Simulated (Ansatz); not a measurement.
# Y: the cost of one run

Program: Ansatz 0.2.0. Level of theory: DFT PBEsol, scalar-relativistic, plane waves, PAW. These are calculated values, not measurements.

**1. The system as given**

The structure is cubic, space group Fm-3m (No. 225). Conventional cell: a = 4.970 Å, b = 4.970 Å, c = 4.970 Å, α = 90.00°, β = 90.00°, γ = 90.00°. Y (site symmetry m-3m) is surrounded by 12 Y at 3.51 Å.

Coordinates:

```
Y
1.0
     0.00000    2.48500    2.48500
     2.48500    0.00000    2.48500
     2.48500    2.48500    0.00000
Y
1
Direct
  0.00000 0.00000 0.00000
```

The cell is taken as given, not relaxed at this level.

**2. The reference cell**

Reference values: F = -3795.0620 eV; pressure 0.19 GPa; largest force 0.000 eV/Å; gap on the mesh none (metal). It was computed beforehand with the settings of the runs below.

**3. Next: biaxial against axial strain**

The cell is strained by p along both x and y and by q along z, with fractional coordinates fixed.

**4. At p = -0.050, q = -0.050**

File input.yaml:

```yaml
crystal:
  lattice:
    - [0.0, 2.36075, 2.36075]
    - [2.36075, 0.0, 2.36075]
    - [2.36075, 2.36075, 0.0]
  atoms:
    - { symbol: "Y", position: [0.0, 0.0, 0.0] }
basis:
  ecutwfc: 420
kpoints:
  mp_grid: { grid: [16, 16, 16] }
hamiltonian:
  xc: pbesol
scf:
  occupations: { method: gaussian, width: 0.15 }
output:
  forces: true
  stress: true
  eigenvalues: true
```

Started as:

```console
> ansatz run input.yaml --threads 1 --pin off --max-ram 2560MiB --backend cpu --events-out ev --progress --plain --runs-dir out
```

**Question.** How long does this run take on 1 thread of Arm Neoverse V1, shared host, and how much memory does it need?

About 2.2 s, with a peak of 0.3 GiB.
